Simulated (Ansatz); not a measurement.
# Bi: the cost of one run

Computed with Ansatz 0.2.0 (DFT PBEsol, scalar-relativistic, plane waves, PAW, unless a step's input says otherwise).

1 further run of the same task is left out (set aside as unsound or not needed).

## 1. The system as given

The structure is trigonal, space group R-3m (No. 166). Conventional cell: a = 4.528 Å, b = 4.528 Å, c = 11.636 Å, α = 90.00°, β = 90.00°, γ = 120.00°. Bi (site symmetry 3m) is surrounded by 6 Bi at 3.08 to 3.45 Å.

As a file:

```xyz
2
Lattice="2.2640 1.3071 3.8787 -2.2640 1.3071 3.8787 0.0000 -2.6142 3.8787" Properties=species:S:1:pos:R:3 pbc="T T T"
Bi    0.0000    0.0000    2.7526
Bi    0.0000    0.0000    8.8835
```

This cell comes from an earlier session at PBEsol: 34.435 Å³/atom at -0.01 GPa, on a 10×10×10 mesh, metallic.

## 2. Electron-phonon coupling, resistivity and closed forms of Tc

Contents of input.yaml:

```yaml
crystal:
  lattice:
    - [2.2639871071, 1.3071135658, 3.8786989042]
    - [-2.2639871071, 1.3071135658, 3.8786989042]
    - [0.0, -2.6142271315, 3.8786989042]
  atoms:
    - { symbol: Bi, position: [0.236555146, 0.236555146, 0.236555146] }
    - { symbol: Bi, position: [0.763444854, 0.763444854, 0.763444854] }
basis:
  ecutwfc: 420
  ecutrho_ratio: 4
kpoints:
  mp_grid: { grid: [10, 10, 10] }
hamiltonian:
  xc: pbesol
scf:
  occupations: { method: methfessel_paxton, width: 0.2 }
output: {}
phonons:
  supercell: [2, 2, 2]
  qpath:
    path:
      - [[0.0, 0.0, 0.0], [0.5, 0.5, 0.5], [0.75762159, 0.24237841, 0.5]]
      - [[0.5, -0.24237841, 0.24237841], [0.5, 0.0, 0.0], [0.0, 0.0, 0.0], [0.37118921, -0.37118921, 0.0]]
      - [[0.62881079, 0.0, 0.37118921], [0.5, 0.0, 0.5], [0.0, 0.0, 0.0]]
    npoints: 6
  electrical_resistivity: { mesh: [20, 20, 20], temperatures: [50, 100, 200, 300, 500] }
  superconductivity: { mesh: [20, 20, 20], eliashberg_equations: false }
```

Started as:

```console
$ ansatz run input.yaml --threads 8 --pin off --max-ram 15360MiB --backend cpu --events-out ev --progress --plain --runs-dir out
```

Q: Estimate wall time and peak memory on 8 threads of Intel Xeon at 2.50GHz (Skylake/Cascade Lake), shared host.

About 4.8 min, with a peak of 4.8 GiB.
